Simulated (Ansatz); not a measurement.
# CH4AlClS, SMILES C[S][AlH][Cl]: a rigid scan of one bond angle

Program: Ansatz 0.2.0 through its Python package.

`ch4alcls.py`
```python
# -*- coding: utf-8 -*-
"""Bending curve of CH4AlClS."""

import warnings

import ansatz as az
from ase import Atoms


def main():
    warnings.simplefilter("ignore", az.DeckWarning)

    atoms = Atoms(["C", "S", "Al", "Cl", "H", "H", "H", "H"], positions=[
        [-0.9991, 0.6894, -0.5131],
        [-0.0926, -0.5828, -1.3392],
        [1.3028, -0.8847, 0.3956],
        [0.8872, -2.2948, 2.0176],
        [-0.3895, 1.5915, -0.3081],
        [-1.8507, 1.0881, -1.2128],
        [-1.4863, 0.3511, 0.4102],
        [2.7203, -0.015, 0.494],
    ])

    # start the scan from a relaxed geometry
    first = az.Crystal.molecule_from_ase(atoms).calculation()
    first = first.basis(gaussian="def2-SVP")
    first = first.functional("r2scan0").relax(force_tolerance=0.02, max_steps=80)
    atoms.positions = first.run().report["positions_ang"]

    rows = []
    for angle in [85, 95, 105, 115, 125, 140, 160]:
        bent = atoms.copy()
        bent.set_angle(0, 1, 2, angle, indices=[2, 3, 7])
        model = (
            az.Crystal.molecule_from_ase(bent).calculation()
            .basis(gaussian="def2-SVP")
            .functional("r2scan0")
        )
        rows.append((angle, model.run().report["free_energy_ev"]))
    floor = min(e for _, e in rows)
    for angle, e in rows:
        print(f"angle C0-S1-Al2 = {angle:3d} deg   {1000 * (e - floor):9.1f} meV")


if __name__ == "__main__":
    main()
```

```console
$ python ch4alcls.py
angle C0-S1-Al2 =  85 deg       215.6 meV
angle C0-S1-Al2 =  95 deg        18.4 meV
angle C0-S1-Al2 = 105 deg         0.0 meV
angle C0-S1-Al2 = 115 deg        88.4 meV
angle C0-S1-Al2 = 125 deg       253.3 meV
angle C0-S1-Al2 = 140 deg       589.2 meV
angle C0-S1-Al2 = 160 deg      1036.6 meV
```

The scan is rigid, and the energies are electronic, in a modest basis. The zero is the lowest point of the grid, which needn't be the minimum. Timing: 2.6 min on 1 thread of Arm Neoverse V2, with other jobs on the host, peak memory 0.27 GiB.

(A comment or docstring line of the script was reworded after the run, the code is as it ran; lines on the test bed's own set-up are left out of the output.)
